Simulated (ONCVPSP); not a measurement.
# An ONCV potential for Cu, from input to tests

Aim: build the potential from the settings below, then test how well it stands in for the atom: other configurations, scattering, ghost states and the plane-wave cutoff that it needs.

The numbers are computed with ONCVPSP 4.0.1 (PBE, scalar-relativistic, spin-unpolarised reference atom).

### 1 The atom and the settings

Typed settings, in words:

* element: copper (Cu, Z = 29)
* type: optimised norm-conserving Vanderbilt (ONCV)
* frozen core: [Ne]
* valence charge: 19
* reference configuration: 3s2 3p6 3d10 4s1
* partial waves: 3s+4s: rc 1.35 bohr, ncon 4, nbas 8, qcut 11.3 1/bohr, 2 projectors; 3p: rc 0.70 bohr, ncon 3, nbas 7, qcut 13.1 1/bohr, 2 projectors, debl 0.5 Ha; 3d: rc 0.70 bohr, ncon 4, nbas 7, qcut 11.4 1/bohr, local
* local potential: the d channel
* core correction: Teter function, fcfact 5, rcfact 1.2

### 2 The generation run

File Cu.dat:

```
# ATOM AND REFERENCE CONFIGURATION
# atsym  z   nc   nv     iexc    psfile
  Cu 29.00    3    4        4      upf
#
#   n    l    f
    1    0    2.00
    2    0    2.00
    2    1    6.00
    3    0    2.00
    3    1    6.00
    3    2   10.00
    4    0    1.00
#
# PSEUDOPOTENTIAL AND OPTIMIZATION
# lmax
    2
#
#   l,   rc,      ep,       ncon, nbas, qcut
    0    1.35    0.00    4    8   11.30
    1    0.70    0.00    3    7   13.10
    2    0.70    0.00    4    7   11.40
#
# LOCAL POTENTIAL
# lloc, lpopt,  rc(5),   dvloc0
    2    5    0.70    0.00
#
# VANDERBILT-KLEINMAN-BYLANDER PROJECTORs
# l, nproj, debl
    0    2    2.00
    1    2    0.50
    2    0    1.40
#
# MODEL CORE CHARGE
# icmod, fcfact, rcfact
    3    5.00    1.20
#
# LOG DERIVATIVE ANALYSIS
# epsh1, epsh2, depsh
   -6.00    5.00    0.04
#
# OUTPUT GRID
# rlmax, drl
    6.00    0.01
#
# TEST CONFIGURATIONS
# ncnf
    4
# nvcnf
#   n    l    f
    4
    3    0    2.00
    3    1    6.00
    3    2   10.00
    4    0    0.00
#
    4
    3    0    2.00
    3    1    6.00
    3    2    9.00
    4    0    0.00
#
    4
    3    0    2.00
    3    1    6.00
    3    2    8.00
    4    0    0.00
#
    4
    3    0    2.00
    3    1    5.00
    3    2   10.00
    4    0    1.00
#
```

Launch:

```
oncvpsp.x < Cu.dat > Cu.out
```

Output in Cu.out (without the consistency checks and plot data):

```text
ONCVPSP  (Optimized Norm-Conservinng Vanderbilt PSeudopotential)
scalar-relativistic version 4.0.1

#   n    l    f        energy (Ha)
    1    0    2.00    -3.2527452E+02
    2    0    2.00    -3.9045224E+01
    2    1    6.00    -3.3698282E+01
    3    0    2.00    -4.2152924E+00
    3    1    6.00    -2.6512387E+00
    3    2   10.00    -1.8516466E-01
    4    0    1.00    -1.6941097E-01

Reference configufation results
  iterations    31
  all-electron total energy (Ha)   -1.65484922D+03

Begin loop to  construct optimized pseudo wave functions
and semi-local pseudopoentials for all angular momenta

Calculating optimized projector #   1

 for l=   0

    Fraction of norm inside rc  0.975684
    Optimizing pswf for qcut=  11.30 a_B^-1,  ecut=  63.88 Ha
    Residual kinetic energy error=  1.53D-08 Ha

    Energy error per electron        Cutoff
         Ha          eV             Ha
         0.01000     0.27211       13.43
         0.00100     0.02721       32.60
         0.00010     0.00272       41.63
         0.00001     0.00027       48.61

Calculating optimized projector #   2

 for l=   0

    Fraction of norm inside rc  0.048643
    Optimizing pswf for qcut=  11.30 a_B^-1,  ecut=  63.88 Ha
    Residual kinetic energy error=  1.51D-08 Ha

    Energy error per electron        Cutoff
         Ha          eV             Ha
         0.01000     0.27211        8.82
         0.00100     0.02721       25.93
         0.00010     0.00272       38.76
         0.00001     0.00027       47.47

WARNING wellstate: negative energy specified for n= 4 l=  1
WARNING scattering state with energy  0.25000000
WARNING will be used for the first projector

   Wellstate for l =  1  n =  4
     eigenvalue =   0.2500
     asymptotic potential =   0.7500
     half-point radius =  3.6472

Calculating optimized projector #   1

 for l=   1

    Fraction of norm inside rc  0.487637
    Optimizing pswf for qcut=  13.10 a_B^-1,  ecut=  85.75 Ha
    Residual kinetic energy error=  2.89D-04 Ha

    Energy error per electron        Cutoff
         Ha          eV             Ha
         0.01000     0.27211       33.61
         0.00100     0.02721       71.70
         0.00010     0.00272      193.60
         0.00001     0.00027      446.65

Calculating optimized projector #   2

 for l=   1

    Fraction of norm inside rc  0.027386
    Optimizing pswf for qcut=  13.10 a_B^-1,  ecut=  85.75 Ha
    Residual kinetic energy error=  2.60D-05 Ha

    Energy error per electron        Cutoff
         Ha          eV             Ha
         0.01000     0.27211       24.38
         0.00100     0.02721       34.20
         0.00010     0.00272       70.74
         0.00001     0.00027      138.77

Calculating optimized projector #   1

 for l=   2

    Fraction of norm inside rc  0.361493
    Optimizing pswf for qcut=  11.42 a_B^-1,  ecut=  65.23 Ha
    Residual kinetic energy error=  2.14D-01 Ha

    Energy error per electron        Cutoff
         Ha          eV             Ha
         0.01000     0.27211      299.54
         0.00100     0.02721      360.59
         0.00010     0.00272      487.58

Construct Vanderbilt / Kleinmman-Bylander projectors

B matrix Hermiticity error, ll=   0
   1   2    4.1661E-04

  Orthonormal projector coefficients  3.4939E+01  5.6886E+00

B matrix Hermiticity error, ll=   1
   1   2    3.4945E-04

  Orthonormal projector coefficients -3.9823E+01  2.2006E+01

Model core correction analysis
  based on d2Exc/dn_idn_j

d2excae - all-electron derivatives

   -4.338144D-02   -4.014180D-02   -2.757816D-02   -1.541291D-03
   -4.014198D-02   -3.848482D-02   -2.725529D-02   -1.864240D-03
   -2.757852D-02   -2.725551D-02   -2.460790D-02   -7.274296D-03
   -1.541147D-03   -1.863896D-03   -7.272240D-03   -3.482237D-02

d2excps - pseudofunction derivatives with no core correction

   -5.153626D-02   -4.071637D-02   -3.016018D-02   -2.084898D-03
   -4.071748D-02   -3.935257D-02   -2.993240D-02   -1.867531D-03
   -3.016115D-02   -2.993258D-02   -2.646228D-02   -7.355266D-03
   -2.084635D-03   -1.867183D-03   -7.353212D-03   -3.484840D-02

rms 2nd derivative error    2.495359E-03

rmatch, rhocmatch    0.3458   85.1709

Teter function model core charge with specified parameters

d2excps - pseudofunction derivatives with core correction

   -4.079164D-02   -3.849817D-02   -2.923855D-02   -1.505571D-03
   -3.849811D-02   -3.868147D-02   -2.954264D-02   -1.751056D-03
   -2.923870D-02   -2.954282D-02   -2.617769D-02   -7.308508D-03
   -1.505417D-03   -1.750707D-03   -7.306454D-03   -3.481713D-02

rms 2nd derivative error    1.383410E-03

Pseudoatom total energy -197.277429

Diagnostic tests using Vanderbilt-Kleinman-Bylander pseudopotentials
  1 or more projectors used as specified by nproj input data

   l    rcore       rmatch      e in        delta e   norm test  slope test

   0   1.3525947   1.3936624  -4.2152924   0.0000681   1.0007186   1.0006994
   0   1.3525947   1.3936624  -0.1694110   0.0000035   1.0000308   1.0000204

   1   0.7004704   0.7217382  -2.6512387  -0.0001425   1.0002745   1.0003540
   1   0.7004704   0.7217382   0.2500000  -0.0001242   1.0004495   1.0004495

   2   0.7004704   0.7217382  -0.1851647   0.0000729   1.0000378   0.9999573

 Testing for bound ghosts
   n   l    E NL Schr. Eq   E Basis Diag.   E Cutoff

       0                       -4.797567    144.72  WARNING - GHOST(-)
   1   0       -4.215224       -4.188905    144.72
   2   0       -0.169407       -0.048712    144.72

   2   1       -2.651381       -2.633327    451.15

 Testing for highly-localized positive-energy ghosts
       l    <radius>/rc     E Basis Diag.   E Cutoff

       1        0.571676       14.309844    451.15  WARNING - GHOST(+)

Test configuration 0

   n   l     f        eae           eps        diff
   1   0  2.0000 -325.27451999
   2   0  2.0000  -39.04522397
   2   1  6.0000  -33.69828223
   3   0  2.0000   -4.21529237   -4.21522424    6.81D-05
   3   1  6.0000   -2.65123870   -2.65138117   -1.42D-04
   3   2 10.0000   -0.18516466   -0.18509181    7.29D-05
   4   0  1.0000   -0.16941097   -0.16940743    3.54D-06

    Total energies and differences
      AE_ref= -1.65484922D+03  AE_tst= -1.65484922D+03  dif=  0.00D+00
      PS_ref= -1.97277429D+02  PS_tst= -1.97277429D+02  dif=  2.16D-12
      PSP excitation error= -2.16D-12

Test configuration 1

   n   l     f        eae           eps        diff
   1   0  2.0000 -325.59186900
   2   0  2.0000  -39.35290449
   2   1  6.0000  -34.00678728
   3   0  2.0000   -4.53200588   -4.53139938    6.07D-04
   3   1  6.0000   -2.96913099   -2.96888410    2.47D-04
   3   2 10.0000   -0.50194273   -0.50181390    1.29D-04

    Total energies and differences
      AE_ref= -1.65484922D+03  AE_tst= -1.65454971D+03  dif=  3.00D-01
      PS_ref= -1.97277429D+02  PS_tst= -1.96977964D+02  dif=  2.99D-01
      PSP excitation error=  4.82D-05

Test configuration 2

   n   l     f        eae           eps        diff
   1   0  2.0000 -326.21755518
   2   0  2.0000  -39.99094519
   2   1  6.0000  -34.64342349
   3   0  2.0000   -5.15541721   -5.15606242   -6.45D-04
   3   1  6.0000   -3.58743895   -3.58791125   -4.72D-04
   3   2  9.0000   -1.08881248   -1.08892277   -1.10D-04

    Total energies and differences
      AE_ref= -1.65484922D+03  AE_tst= -1.65376575D+03  dif=  1.08D+00
      PS_ref= -1.97277429D+02  PS_tst= -1.96193989D+02  dif=  1.08D+00
      PSP excitation error=  2.85D-05

Test configuration 3

psatom: WARNING lschvkbb convergence error n,l,iter=   3   2   3
ea(ii),et,emin,emax -1.850918E-01 -2.036010E-01 -2.036010E-01 -2.036010E-01
run_config: WARNING for fully non-local PS atom, stg. 1
 WARNING no output for configuration 4

Test configuration 4

   n   l     f        eae           eps        diff
   1   0  2.0000 -326.01809516
   2   0  2.0000  -39.66522492
   2   1  6.0000  -34.33140229
   3   0  2.0000   -4.79498349   -4.79295351    2.03D-03
   3   1  5.0000   -3.22613340   -3.22332257    2.81D-03
   3   2 10.0000   -0.72294243   -0.72363704   -6.95D-04
   4   0  1.0000   -0.50316827   -0.50283729    3.31D-04

    Total energies and differences
      AE_ref= -1.65484922D+03  AE_tst= -1.65192630D+03  dif=  2.92D+00
      PS_ref= -1.97277429D+02  PS_tst= -1.94354843D+02  dif=  2.92D+00
      PSP excitation error=  3.36D-04
```

It took 3.2 s on 1 thread of AMD EPYC 9R45, shared host.

The projector energies used in the p channel were -2.651, 0.250 Ha; the program set a typed value aside.

Partial waves on a coarse radial grid (AE all-electron, PS pseudo):

| r (bohr) | 3s AE | 3s PS | 3p AE | 3p PS |
| --- | --- | --- | --- | --- |
| 0.068 | -0.0047 | 0.1879 | -0.4671 | 0.0368 |
| 0.135 | -0.6527 | 0.3807 | -0.6469 | 0.1416 |
| 0.202 | -0.6003 | 0.5742 | -0.3818 | 0.3042 |
| 0.270 | -0.1430 | 0.7575 | 0.0686 | 0.5086 |
| 0.338 | 0.3890 | 0.9171 | 0.5084 | 0.7268 |
| 0.405 | 0.8218 | 1.0436 | 0.8478 | 0.9271 |
| 0.473 | 1.1176 | 1.1344 | 1.0774 | 1.0896 |
| 0.540 | 1.2735 | 1.1850 | 1.2005 | 1.1938 |
| 0.608 | 1.3235 | 1.1989 | 1.2438 | 1.2393 |
| 0.675 | 1.2969 | 1.1781 | 1.2281 | 1.2276 |
| 0.742 | 1.2226 | 1.1283 | 1.1744 | 1.1740 |
| 0.810 | 1.1197 | 1.0543 | 1.0962 | 1.0959 |
| 0.878 | 1.0046 | 0.9642 | 1.0059 | 1.0056 |
| 0.945 | 0.8893 | 0.8667 | 0.9126 | 0.9123 |
| 1.013 | 0.7765 | 0.7655 | 0.8186 | 0.8184 |
| 1.080 | 0.6732 | 0.6685 | 0.7300 | 0.7298 |
| 1.148 | 0.5781 | 0.5764 | 0.6459 | 0.6458 |
| 1.215 | 0.4947 | 0.4941 | 0.5699 | 0.5697 |
| 1.283 | 0.4202 | 0.4199 | 0.4999 | 0.4997 |
| 1.350 | 0.3565 | 0.3562 | 0.4379 | 0.4378 |
| 1.418 | 0.3007 | 0.3004 | 0.3819 | 0.3818 |
| 1.485 | 0.2535 | 0.2533 | 0.3330 | 0.3329 |
| 1.553 | 0.2126 | 0.2125 | 0.2892 | 0.2891 |
| 1.620 | 0.1785 | 0.1784 | 0.2513 | 0.2512 |
| 1.688 | 0.1492 | 0.1491 | 0.2176 | 0.2175 |
| 1.755 | 0.1248 | 0.1247 | 0.1886 | 0.1886 |

Densities times 4π (e/bohr³); a dash where the program caps the true core:

| r (bohr) | pseudo valence | true core | model core |
| --- | --- | --- | --- |
| 0.068 | 17.82 | – | 391 |
| 0.202 | 41.38 | – | 197.7 |
| 0.338 | 82.08 | 97.63 | 44.38 |
| 0.473 | 90.5 | 8.971 | 3.128 |
| 0.608 | 58.91 | 0.7678 | 0.003679 |
| 0.742 | 35.69 | 0.06552 | 0.004747 |
| 0.878 | 20.1 | 0.005415 | 0.0003063 |
| 1.013 | 11.16 | 0.000462 | 1.969e-05 |
| 1.148 | 6.283 | 4.001e-05 | 3.573e-05 |
| 1.283 | 3.661 | 3.524e-06 | 0 |
| 1.418 | 2.232 | 3.554e-07 | 0 |
| 1.553 | 1.425 | 0 | 0 |
| 1.688 | 0.9524 | 0 | 0 |

### 3 Transferability, from the output's test configurations

1 test gave no usable energy difference (3s2 3p6 3d8 4s0).

Energies count from the reference configuration 3s2 3p6 3d10 4s1; the error is all-electron less pseudo.

| valence configuration | charge | ΔE all-electron (eV) | error AE − PS (meV) |
| --- | --- | --- | --- |
| 3s2 3p6 3d10 4s0 | +1 | 8.150 | +1.3 |
| 3s2 3p6 3d9 4s0 | +2 | 29.483 | +0.8 |
| 3s2 3p5 3d10 4s1 | +1 | 79.537 | +9.1 |

### 4 Logarithmic derivatives

Taken from the files of the generation run. The phase is arctan(r·R′/R) of the radial function R, unwrapped, with energies in Ha. A pole is an energy at which the radial function vanishes at the test radius. The pseudo phase is shifted by a multiple of π to meet the all-electron one at the reference energy. Levels narrower than the energy grid can be missing from the poles. The last column is the largest difference on the grid between −0.5 and +0.5 Ha.

| channel | radius (bohr) | reference (Ha) | poles AE | poles PS | window around the reference with phases within 0.05 rad (Ha) | largest difference near zero (rad) |
| --- | --- | --- | --- | --- | --- | --- |
| s | 1.37 | -0.17 | -3.90 | -4.81, -3.90 | above -4.8 | 0.000 |
| p | 0.71 | -2.65 | none | none | the whole range | 0.000 |
| d | 0.71 | -0.19 | none | none | the whole range | 0.001 |

Phases (rad) along the scan:

| E (Ha) | d AE | d PS | p AE | p PS |
| --- | --- | --- | --- | --- |
| -5.96 | 0.722 | 0.752 | -0.171 | -0.171 |
| -5.40 | 0.634 | 0.666 | -0.345 | -0.345 |
| -4.84 | 0.527 | 0.559 | -0.508 | -0.508 |
| -4.28 | 0.397 | 0.429 | -0.655 | -0.655 |
| -3.72 | 0.240 | 0.270 | -0.783 | -0.783 |
| -3.16 | 0.058 | 0.084 | -0.892 | -0.892 |
| -2.60 | -0.142 | -0.124 | -0.984 | -0.984 |
| -2.04 | -0.347 | -0.336 | -1.062 | -1.062 |
| -1.48 | -0.541 | -0.536 | -1.128 | -1.128 |
| -0.92 | -0.713 | -0.712 | -1.185 | -1.185 |
| -0.36 | -0.859 | -0.859 | -1.233 | -1.233 |
| 0.20 | -0.980 | -0.980 | -1.275 | -1.275 |
| 0.76 | -1.080 | -1.078 | -1.312 | -1.312 |
| 1.32 | -1.162 | -1.159 | -1.345 | -1.345 |
| 1.88 | -1.231 | -1.225 | -1.374 | -1.374 |
| 2.44 | -1.290 | -1.281 | -1.401 | -1.401 |
| 3.00 | -1.339 | -1.328 | -1.424 | -1.424 |
| 3.56 | -1.383 | -1.368 | -1.446 | -1.446 |
| 4.12 | -1.421 | -1.403 | -1.466 | -1.466 |
| 4.68 | -1.455 | -1.434 | -1.485 | -1.485 |

### 5 Convergence and ghost test

Read off the output, the cutoffs (Ha) at which the residual kinetic energy of the hardest occupied pseudo-wave falls to 1 and 0.1 mHa per electron: 361 Ha and 488 Ha.

The program's own ghost test: GHOST(-) flagged for s at -130.5 eV; GHOST(+) flagged for p at 389.4 eV.

Cutoff (Ha) at which the first wave of each channel reaches a given error (Ha per electron):

| error | s | p | d |
| --- | --- | --- | --- |
| 1.0e-02 | 13.4 | 33.6 | 299.5 |
| 3.2e-03 | 26.4 | 52.9 | 334.6 |
| 1.0e-03 | 32.6 | 71.7 | 360.6 |
| 3.2e-04 | 37.6 | 85.1 | 386.0 |
| 1.0e-04 | 41.6 | 193.6 | 487.6 |
| 3.2e-05 | 45.4 | 324.2 | 624.7 |

### 6 Outcome

```
                                                quantity                                             value
  cutoffs for 1 and 0.1 mHa per electron, occupied waves                                 361 Ha and 488 Ha
                                            bound ghosts                                   s at -130.55 eV
                                          GHOST(+) flags                                       p at 389 eV
                            largest test error (AE − PS)  +9.1 meV, for 3s2 3p5 3d10 4s1 (1 test unsolved)
largest phase difference near zero energy, channels read                                         0.001 rad
 rms error of d²Exc/dn², without and with the model core                                 2.50 and 1.38 mHa
                 projector energies reset by the program                               p: -2.651, 0.250 Ha
```

What this shows: It has a bound ghost (s), a state that the atom doesn't have, and that rules the file out. By total energies transferability is good where solved: the largest error is 9.1 meV on 79.5 eV, for 3s2 3p5 3d10 4s1. Atomic tests can pass in spite of a ghost, since they solve only for the levels asked. Of the tests 1 gave no usable energy difference, which is a warning in itself. It counts as very hard, with 361 Ha needed at the looser tolerance. At the looser tolerance the 3d wave is the slowest; 3p needs 72 Ha. Near zero energy the phases of the channels with partial waves agree within 0.001 rad. The pseudo curves have a pole with no partner nearby in the atom's: s at -4.81 Ha. The program also flags highly localised states, GHOST(+) (p). All of this concerns the isolated atom, not yet a solid.
